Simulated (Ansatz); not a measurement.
# CHGeP: the cost of one run

The runs use Ansatz 0.2.0, Gaussian basis; the settings change from run to run.

21 further runs of the same task are left out: 9 that didn't finish, 12 set aside as unsound or not needed.

## Step 1: What is computed

The geometry is a PBE0/def2-TZVP stationary point (not a proven minimum) with its atoms shifted at random (size 0.040 Å). No spin-orbit coupling is included. The filled d shell of Ge may be among the frozen orbitals whatever the setting's name suggests; the logs give the count.

4 atoms, charge 0, spin multiplicity 3.

Atoms are counted from 1 here; the program's logs count them from 0.

Bond lengths: C1–Ge2 1.756 Å, C1–H4 1.051 Å, Ge2–P3 2.121 Å. Angles: Ge2–C1–H4 153.3°, C1–Ge2–P3 164.8°.

As a file:

```xyz
4
CHGeP
C     0.0023   -0.2141    1.1350
Ge    0.0015    0.1423   -0.5840
P     0.0495    0.0166   -2.7009
H    -0.0533    0.0552    2.1498
```

## Step 2: CISD/cc-pVDZ

Contents of in.yaml:

```yaml
crystal:
  periodic: [false, false, false]
  atoms:
    - {symbol: C, position_ang: [0.002337, -0.214079, 1.135024]}
    - {symbol: Ge, position_ang: [0.001504, 0.142280, -0.583997]}
    - {symbol: P, position_ang: [0.049468, 0.016599, -2.700865]}
    - {symbol: H, position_ang: [-0.053309, 0.055200, 2.149839]}
basis:
  gaussian: {orbitals: cc-pVDZ}
magnetization: {spin_polarized: false, initial_magnetization: 2}
correlation: {active_space: {ras: {orbitals: [11, 2, 36], electrons: 24, max_holes: 2, max_particles: 2}, fixed_orbitals: true}}
accuracy: high
```

Launch:

```bash
$ ansatz run in.yaml --threads 1 --pin off --events-out ev --progress --plain --max-ram 2393MiB
```

Q: Estimate wall time and peak memory on 1 thread of Arm Neoverse V2, shared host.

About 1.8 min, with a peak of 0.43 GiB.
